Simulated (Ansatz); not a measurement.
The same calculation of C₂H₆BFNSi (charge -1), SMILES [BH3-]C[SiH](F)C#N as a Python script and as an input file (the Ansatz DFT code, driven from Python).

The script, `energy_c2h6bfnsi.py`:
```python
"""Single point of C2H6BFNSi(-)."""

import json

import ansatz as az
import numpy as np

GEOMETRY = """
B    -1.46550    0.51120   -0.24460
C    -0.56420   -0.79500   -0.02420
Si    1.14090   -0.34060    0.60500
F     1.00600    0.53370    2.04090
C     2.01930    0.65630   -0.63430
N     2.57770    1.29140   -1.42400
H    -1.58330    1.10780    0.78080
H    -0.96820    1.22090   -1.06340
H    -2.54650    0.18540   -0.62540
H    -0.46280   -1.34060   -0.98520
H    -1.05620   -1.45850    0.71690
H     1.90280   -1.57230    0.85760
"""

molecule = az.Crystal.molecule()
for line in GEOMETRY.strip().splitlines():
    symbol, *xyz = line.split()
    molecule = molecule.atom(symbol, [float(v) for v in xyz])

calc = (
    molecule.calculation()
    .basis(gaussian="cc-pVDZ")
    .functional("b3lyp", dispersion="d3bj")
    .charge(-1)
    .forces()
)
trace = []
result = calc.session().plan().execute(on_event=trace.append)
rep = result.report
for event in trace:
    if event["event"] == "mean_field_evaluation" and event["data"]["evaluation"] <= 25:
        print("pass {evaluation:3d}  E = {energy_ev:.6f} eV  gradient {gradient_ev:.1e}".format(**event["data"]))

for key in ("converged", "free_energy_ev", "reference_energy_ev", "n_frozen", "n_occupied", "n_virtual"):
    print(f"{key:22s} {rep[key]}")

field = rep["mean_field"]
print("<S^2> =", round(abs(field["state"]["spin_squared"]), 4), " all-electron relativity setting:", field["relativity"])
print("passes:", field["passes"])
if "symmetry" in field:
    print("occupied orbitals by irrep:", field["symmetry"]["occupied"])

symbols = [site.symbol for site in molecule.cartesian_sites]
print("forces (eV/A)")
for symbol, f in zip(symbols, rep["forces_ev_ang"]):
    print(f"  {symbol:2s} {f[0]:9.4f} {f[1]:9.4f} {f[2]:9.4f}")

charges = rep["charge_distribution"]
dipole = np.array(charges["dipole_moment_e_ang"]) * 4.803205
print("dipole (D): {:.3f} {:.3f} {:.3f}, length {:.3f}".format(*dipole, np.linalg.norm(dipole)))
print("atom  Mulliken   Lowdin")
for symbol, m, l in zip(symbols, charges["mulliken_charges_e"], charges["lowdin_charges_e"]):
    print(f"{symbol:4s} {m:9.3f} {l:8.3f}")
with open("c2h6bfnsi.json", "w") as handle:
    json.dump({k: rep[k] for k in ("free_energy_ev", "reference_energy_ev", "n_occupied", "n_virtual")}, handle, indent=1)
```

```console
$ python energy_c2h6bfnsi.py
pass   1  E = -14927.319644 eV  gradient 5.3e+01
pass   2  E = -14910.230567 eV  gradient 9.5e+01
pass   3  E = -14934.558313 eV  gradient 1.7e+01
pass   4  E = -14934.956780 eV  gradient 1.1e+01
pass   5  E = -14935.213282 eV  gradient 2.7e+00
pass   6  E = -14935.230403 eV  gradient 6.5e-01
pass   7  E = -14935.230367 eV  gradient 6.5e-01
pass   8  E = -14935.430385 eV  gradient 8.9e-01
pass   9  E = -14935.432519 eV  gradient 1.9e-01
pass  10  E = -14935.432579 eV  gradient 1.0e-01
pass  11  E = -14935.432596 eV  gradient 3.6e-02
pass  12  E = -14935.432599 eV  gradient 6.3e-03
pass  13  E = -14935.432604 eV  gradient 7.1e-03
pass  14  E = -14935.432604 eV  gradient 1.6e-03
pass  15  E = -14935.432604 eV  gradient 3.1e-04
pass  16  E = -14935.432604 eV  gradient 6.7e-05
pass  17  E = -14935.432604 eV  gradient 7.3e-05
pass  18  E = -14935.432604 eV  gradient 7.3e-05
converged              True
free_energy_ev         -14935.913739439862
reference_energy_ev    -14935.432884431923
n_frozen               0
n_occupied             [27, 27]
n_virtual              [91, 91]
<S^2> = 0.0  all-electron relativity setting: none
passes: {'evaluations': 16, 'products': 13}
occupied orbitals by irrep: [{'A': 27}, {'A': 27}]
forces (eV/A)
  B    -0.0446    0.2010    0.0244
  C     0.8350   -0.3806    0.2396
  Si   -2.9455   -0.7528    0.7913
  F     0.6156   -0.3935   -0.6808
  C     0.4208    0.3848    0.0571
  N     0.4798    0.4204   -0.6622
  H    -0.1212    0.6340    0.9555
  H     0.4955    0.7622   -0.7891
  H    -1.1195   -0.3244   -0.4030
  H     0.1761   -0.2068    0.1470
  H     0.3012   -0.2204   -0.0470
  H     0.9068   -0.1239    0.3674
dipole (D): 6.103 -3.445 2.254, length 7.361
atom  Mulliken   Lowdin
B       -0.127   -0.721
C       -0.033   -0.033
Si       0.591    0.089
F       -0.338   -0.002
C       -0.153   -0.275
N       -0.129    0.120
H       -0.189   -0.040
H       -0.185   -0.040
H       -0.210   -0.049
H       -0.032    0.023
H       -0.032    0.020
H       -0.162   -0.090
```

`input.yaml`:
```yaml
crystal:
  periodic: [false, false, false]
  atoms:
    - { symbol: B, position_ang: [-1.4655, 0.5112, -0.2446] }
    - { symbol: C, position_ang: [-0.5642, -0.795, -0.0242] }
    - { symbol: Si, position_ang: [1.1409, -0.3406, 0.605] }
    - { symbol: F, position_ang: [1.006, 0.5337, 2.0409] }
    - { symbol: C, position_ang: [2.0193, 0.6563, -0.6343] }
    - { symbol: "N", position_ang: [2.5777, 1.2914, -1.424] }
    - { symbol: H, position_ang: [-1.5833, 1.1078, 0.7808] }
    - { symbol: H, position_ang: [-0.9682, 1.2209, -1.0634] }
    - { symbol: H, position_ang: [-2.5465, 0.1854, -0.6254] }
    - { symbol: H, position_ang: [-0.4628, -1.3406, -0.9852] }
    - { symbol: H, position_ang: [-1.0562, -1.4585, 0.7169] }
    - { symbol: H, position_ang: [1.9028, -1.5723, 0.8576] }
basis:
  gaussian: { orbitals: cc-pVDZ }
hamiltonian:
  xc: b3lyp
  dispersion: d3bj
total_charge: -1.0
output:
  forces: true
```

The program run on that file:
```console
$ ansatz run input.yaml --threads 1 --pin off --max-ram 4096MiB --backend cpu --events-out ev --progress --plain --runs-dir out
Engine: ansatz 0.2.0, aarch64-unknown-linux-gnu
Functional definition: B3LYP
  parameter a0 = 0.2
  parameter ax = 0.72
  parameter ac = 0.81
  exchange = (1 - a0 - ax)*slater_x + ax*b88_x + a0*exact_x
  correlation = (1 - ac)*vwn_rpa_c + ac*lyp_c
1103 factors; integrals over basis functions are off by at most 9.9e-4 eV
mean field evaluation 1: about -14927.3196 eV, gradient 5.3e1 eV
mean field evaluation 2: about -14910.2306 eV, gradient 9.5e1 eV
mean field evaluation 4: about -14934.9568 eV, gradient 1.1e1 eV
mean field evaluation 8: about -14935.4304 eV, gradient 8.9e-1 eV
mean field evaluation 16: about -14935.4326 eV, gradient 6.7e-5 eV
mean field -14935.43260437 eV, -548.8670246108 hartree, gradient 7.3e-5 eV, S^2 0.000000; 0 other end points of the search recorded, 0 dependent functions left out
the calculation of the forces begins
reference -14935.43288443 eV, -548.8670349029 hartree; 27, 27 occupied and 91, 91 virtual orbitals, 1103 factors
Total energy: -14935.91373944 eV, -548.8847059985 hartree
Atom 0 at    -1.465500     0.511200    -0.244600 Å, force    -0.044565     0.200970     0.024380 eV/Å
Atom 1 at    -0.564200    -0.795000    -0.024200 Å, force     0.834976    -0.380629     0.239585 eV/Å
Atom 2 at     1.140900    -0.340600     0.605000 Å, force    -2.945499    -0.752781     0.791298 eV/Å
Atom 3 at     1.006000     0.533700     2.040900 Å, force     0.615629    -0.393501    -0.680798 eV/Å
Atom 4 at     2.019300     0.656300    -0.634300 Å, force     0.420845     0.384789     0.057060 eV/Å
Atom 5 at     2.577700     1.291400    -1.424000 Å, force     0.479836     0.420405    -0.662215 eV/Å
Atom 6 at    -1.583300     1.107800     0.780800 Å, force    -0.121233     0.633994     0.955483 eV/Å
Atom 7 at    -0.968200     1.220900    -1.063400 Å, force     0.495520     0.762213    -0.789133 eV/Å
Atom 8 at    -2.546500     0.185400    -0.625400 Å, force    -1.119544    -0.324369    -0.403033 eV/Å
Atom 9 at    -0.462800    -1.340600    -0.985200 Å, force     0.176114    -0.206767     0.147022 eV/Å
Atom 10 at    -1.056200    -1.458500     0.716900 Å, force     0.301154    -0.220413    -0.047035 eV/Å
Atom 11 at     1.902800    -1.572300     0.857600 Å, force     0.906767    -0.123911     0.367385 eV/Å
Dipole moment:     1.270529    -0.717272     0.469181 e Å
```

Notes:
- Total energies depend on the basis set; only differences at equal settings carry meaning.
- The geometry is a force-field or estimated start, not a minimum of this method, and the basis set is short of its limit.
- The Löwdin charges here are taken after orthogonalising the functions within each atom; they differ from plain Löwdin charges, and their signs can be unphysical.
- An ion's dipole depends on the origin; the program takes it about the centre of nuclear charge.
- Total less reference energy is the dispersion correction.
- b3lyp holds the VWN-RPA fit, as in Gaussian; the form of ORCA and Turbomole is b3lyp5.
- Early passes use coarser integrals and grids, so their energies can't be compared with the last.
- Anions want diffuse functions, which this basis lacks.
- Hardware and time: 5.8 s on 1 thread of Arm Neoverse V2, on a shared host, peak memory 0.32 GiB.
